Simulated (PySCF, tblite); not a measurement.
# C7H4NO−: geometry, infrared bands, NMR shifts, spin-spin couplings, electronic excitations and core binding energies

Wanted: the infrared bands, NMR shifts, spin-spin couplings, electronic excitations and core binding energies of C7H4NO− (`N#Cc1cccc([O-])c1`), by calculation.

Computed with tblite 0.8.0 and PySCF 2.14.0, with density-fitted response routines of our own, on a single molecule in the gas phase. Atoms are numbered from 0 throughout.

## Step 1: Starting geometry

13 atoms, charge -1, multiplicity 1; geometry from: force field or distance geometry start.

Bonds of the start (Å): N0–C1 1.19, C1–C2 1.42, C2–C3 1.39, C3–C4 1.40, C4–C5 1.40, C5–C6 1.38, C6–O7 1.39, C6–C8 1.40, C8–C2 1.39, C3–H9 1.08, C4–H10 1.09, C5–H11 1.07, C8–H12 1.08.

## Step 2: Geometry optimisation with GFN2-xTB

What the job is given:

```
{"job": {"kind": "relax", "xc": "GFN2-xTB", "basis": "xTB"}, "charge": -1, "multiplicity": 1}
N      3.614500    -0.605700     0.071200
C      2.446500    -0.382300     0.031900
C      1.051300    -0.126500     0.019900
C      0.542900     1.171500     0.007700
C     -0.836400     1.392200    -0.001100
C     -1.680600     0.277100    -0.035200
C     -1.162400    -1.000000    -0.035700
O     -2.082300    -2.036700    -0.052900
C      0.216700    -1.238700    -0.006200
H      1.254400     1.977800     0.040200
H     -1.240400     2.405100    -0.010600
H     -2.737700     0.407200    -0.050200
H      0.609000    -2.240500     0.003200
```

Command:

```
OMP_NUM_THREADS=1 python probes_run.py task.json out
```

This one command runs all jobs of the session in turn.

**Question.** This job is followed by: GFN2-xTB harmonic vibrations, gas phase; PBE0-D3(BJ)/def2-SVP geometry optimisation, gas phase; GIAO PBE0/pcSseg-1 NMR shielding, non-relativistic, gas phase; B3LYP/pcJ-1 indirect spin-spin coupling, non-relativistic, gas phase; TDDFT wB97X-D/def2-SVPD, vertical, gas phase, core orbitals frozen in the response; GIAO wB97X-D/pcSseg-1 NMR shielding, non-relativistic, gas phase; delta-SCF UKS SCAN, pcX-2 on the ionised atom, pcseg-1 elsewhere, spin-free X2C. What will the session give for the following? strongest single infrared mode (GFN2-xTB); zero-point energy (GFN2-xTB); point group; rotational constants (main isotopes); ¹³C shifts against TMS (PBE0/pcSseg-1); ¹H shifts against TMS (PBE0/pcSseg-1); ¹⁵N shifts against NH3 (PBE0/pcSseg-1); ¹⁷O shifts against H2O (PBE0/pcSseg-1); largest coupling of the table (B3LYP/pcJ-1); lowest singlet (wB97X-D/def2-SVPD); brightest single state of those computed; lowest triplet; C1s binding energies, SCAN/pcX-2 (standing for 4 of 7 atoms); N1s binding energies, SCAN/pcX-2; O1s binding energies, SCAN/pcX-2; range of the shift of O7.

**Answer**, as computed:

| quantity | value |
| --- | --- |
| strongest single infrared mode (GFN2-xTB) | 1619 cm⁻¹, 681 km/mol |
| zero-point energy (GFN2-xTB) | 54.8 kcal/mol |
| point group | Cs |
| rotational constants (main isotopes) | 3.47, 1.22, 0.90 GHz |
| ¹³C shifts against TMS (PBE0/pcSseg-1) | 175.4, 132.0, 131.1, 131.0, 129.5, 114.7, 104.3 ppm |
| ¹H shifts against TMS (PBE0/pcSseg-1) | 6.45, 6.09, 6.00, 5.44 ppm |
| ¹⁵N shifts against NH3 (PBE0/pcSseg-1) | 291.7 ppm |
| ¹⁷O shifts against H2O (PBE0/pcSseg-1) | 367.2 ppm |
| largest coupling of the table (B3LYP/pcJ-1) | ¹J(C,H) C3–H9, 168.6 Hz |
| lowest singlet (wB97X-D/def2-SVPD) | 3.67 eV (338 nm), f = 0.082 |
| brightest single state of those computed | state 9, 5.99 eV, f = 0.574 |
| lowest triplet | 2.52 eV |
| C1s binding energies, SCAN/pcX-2 (standing for 4 of 7 atoms) | C2 287.03, C3 285.61, C8 285.27, C5 285.19 eV |
| N1s binding energies, SCAN/pcX-2 | N0 400.47 eV |
| O1s binding energies, SCAN/pcX-2 | O7 530.89 eV |
| range of the shift of O7 | 352.1 to 367.2 ppm |

In words: Relaxing lowered the energy by 0.601 eV in 27 steps; the close pair that moved most is C6–O7, from 1.386 to 1.255 Å (GFN2-xTB). No mode is imaginary among the 33: a minimum at this level. The strongest single mode, at 1619 cm⁻¹, is spread over several atoms, C6, O7, C5, C8 among them. Unscaled tight-binding wavenumbers are off by several per cent, some by more. Its intensities can rank the bands wrongly. Relaxing lowered the energy by 0.059 eV in 3 steps; the close pair that moved most is C1–C2, from 1.405 to 1.434 Å (PBE0/def2-SVP). At PBE0/pcSseg-1: The largest span, 628 ppm, is at O7, where the paramagnetic term is -436 ppm. NICS(1)zz of -17 ppm above the planar ring from C2 marks a diatropic (aromatic) ring current. In the run at B3LYP/pcJ-1, the largest coupling of the table is C3–H9, 168.6 Hz, of which the Fermi-contact term gives 166.7 Hz. The lowest singlet, at 3.67 eV, is HOMO→LUMO 0.95 and is bright; of the 10 states computed, the strongest absorption comes from state 9 at 5.99 eV. The lowest triplet lies 1.15 eV below the lowest singlet (triplets in Tamm-Dancoff, singlets in full TDDFT). The lowest singlet lies above −ε(HOMO); no detachment energy was computed, so the anion's states may not be bound. The C1s levels kept as sound span 1.83 eV, from C5 (aromatic CH) up to C2 (substituted aromatic carbon). Only 4 of the 7 C atoms are covered by sound results. Across the 2 runs the shift of O7 moves most, between 352.1 (wB97X-D/pcSseg-1) and 367.2 ppm (PBE0/pcSseg-1).
